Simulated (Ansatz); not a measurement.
**Ge₂HF (triplet): wave-function methods side by side, cc-pVDZ**

The task here is to estimate one member of a computed series from the others.

The runs use Ansatz 0.2.0, Gaussian basis; cc-pVDZ, core rule «outside noble gas», up to 29 orbitals frozen.

Plan: UHF; CCSD(T) on ROHF; CCSD(T) on UHF; BCCD(T) on ROHF; CISD as a restricted active space (open shells left free, so some higher excitations enter); CCSDT(Q) on ROHF; CCSDT(Q) on UHF.

5 further runs of the same task are left out: 1 for a known fault of the program, 4 set aside as unsound or not needed. Runs told in other sessions of the task aren't counted.

## The geometry

The geometry is a PBE0/def2-TZVP stationary point (not a proven minimum). No spin-orbit coupling is included. The filled d shell of Ge may be among the frozen orbitals whatever the setting's name suggests.

4 atoms, charge 0, spin multiplicity 3.

Atoms are counted from 1 here; the program's logs count them from 0.

Bond lengths: F1–Ge2 1.748 Å, Ge2–Ge3 2.390 Å, Ge2–H4 1.555 Å. Angles: F1–Ge2–Ge3 123.9°, F1–Ge2–H4 99.7°, Ge3–Ge2–H4 136.4°.

Set-up of the first run:

in.yaml

```yaml
crystal:
  periodic: [false, false, false]
  atoms:
    - {symbol: F, position_ang: [0.000000, -0.916623, 2.112055]}
    - {symbol: Ge, position_ang: [0.000000, 0.329446, 0.886053]}
    - {symbol: Ge, position_ang: [0.000000, -0.111789, -1.463364]}
    - {symbol: H, position_ang: [0.000000, 1.591075, 1.795915]}
basis:
  gaussian: {orbitals: cc-pVDZ}
magnetization: {spin_polarized: true, initial_magnetization: 2}
hamiltonian: {xc: hf}
output: {orbitals: {seedname: orbitals}}
```

On the command line:

```
ansatz run in.yaml --threads 1 --pin off --events-out ev --progress --plain --max-ram 4096MiB --backend cpu
```

Steps of the session up to this table: UHF; CCSD(T) on ROHF; CCSD(T) on UHF; BCCD(T) on ROHF; CISD as a restricted active space (open shells left free, so some higher excitations enter); CCSDT(Q) on ROHF; CCSDT(Q) on UHF.

One table of the session follows, with a row left open; its other results are not shown here.

```
   method  from UCCSDT(Q) (kJ/mol)
     ROHF                   +967.1
      UHF                   +956.0
     RMP2                        ?
     UMP2                   +105.5
    RCCSD                    +31.7
    UCCSD                    +30.9
 RCCSD(T)                     +6.7
 UCCSD(T)                     +6.3
  BCCD(T)                     +6.2
   RCCSDT                     +3.1
   UCCSDT                     +2.5
RCCSDT(Q)                     +0.9
UCCSDT(Q)                        0
```

Q: Estimate the row for RMP2 from the others.

As computed: from UCCSDT(Q) (kJ/mol): +102.9. In the column «from UCCSDT(Q) (kJ/mol)» it lies between RCCSD (+31.7) and UMP2 (+105.5).

Not comparable, so not listed: CISD as a restricted active space (open shells left free, so some higher excitations enter) (they don't share determinant, frozen orbitals or solution with the rows shown, or repeat one).

Limits of these values: Restricted and unrestricted rows rest on different reference determinants; a gap between their highest levels can come from leftover correlation error, from unlike frozen cores or from another state.
